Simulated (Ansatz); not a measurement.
Ba2Tl5V3O12:

```
Ba V Tl O
1.0
    10.97457    0.00000    0.00000
     0.00000   10.97457    0.00000
     0.00000    0.00000    6.60400
Ba V Tl O
2 3 5 12
Direct
  0.00000 0.50000 0.00000
  0.50000 0.00000 0.00000
  0.50000 0.50000 0.00000
  0.50000 0.00000 0.50000
  0.00000 0.50000 0.50000
  0.50000 0.50000 0.50000
  0.71260 0.28740 0.40228
  0.28740 0.71260 0.40228
  0.71260 0.71260 0.59772
  0.28740 0.28740 0.59772
  0.41064 0.58936 0.15770
  0.58936 0.41064 0.15770
  0.58936 0.58936 0.84230
  0.41064 0.41064 0.84230
  0.58661 0.08570 0.33378
  0.41339 0.08570 0.66622
  0.58661 0.91430 0.66622
  0.41339 0.91430 0.33378
  0.08570 0.58661 0.33378
  0.08570 0.41339 0.66622
  0.91430 0.58661 0.66622
  0.91430 0.41339 0.33378
```

The cell was built by a generator and needn't be a form met in nature.

Base run:

```yaml
Program: Ansatz 0.2.0
Functional: PBE
Potentials_or_basis: Ansatz PAW
Cutoff: "420 eV (not typed: the program's choice for these potentials)"
k_mesh: 3 × 3 × 4
Occupations: fermi-dirac, width 0.05 eV
Spin: collinear spin, ferromagnetic start
Starting_moments: "[0.0, 0.0, 2.0, 2.0, 2.0, 0.0, 0.0, 0.0, 0.0, 0.0, 0.0, 0.0, 0.0, 0.0, 0.0, 0.0, 0.0, 0.0, 0.0, 0.0, 0.0, 0.0] μB"
```

Its results: band gap on the k mesh 2.57 eV, indirect (least direct gap 2.64 eV); pressure 0.0 GPa; net moment 0.00 μB per cell; largest force 0.004 eV/Å.

Q: The run is repeated on the same cell with these changes: functional from PBE to r2SCAN; cutoff from 420 eV (not typed: the program's choice for these potentials) to 500 eV (not typed: the program's choice for these potentials). What comes out?

A: Band gap on the k mesh 2.87 eV, indirect (least direct gap 2.93 eV); pressure -1.1 GPa; net moment 0.00 μB per cell; largest force 0.414 eV/Å.

r2SCAN gives the wider gap, since meta-GGAs in the generalised Kohn-Sham scheme recover part of the derivative discontinuity.

Caveats: the k mesh misses the band edges, so the gap on the mesh is wider than the one along the path; spin-orbit coupling is left out, which as a rule narrows the gap of such compounds by several tenths of an eV; the starting moments weren't kept; the magnetic or orbital state may not be the lowest (some runs); the PAW data sets come from PBE, with cores solved anew for the run's functional, which leaves a small shift of forces and pressure (some runs).
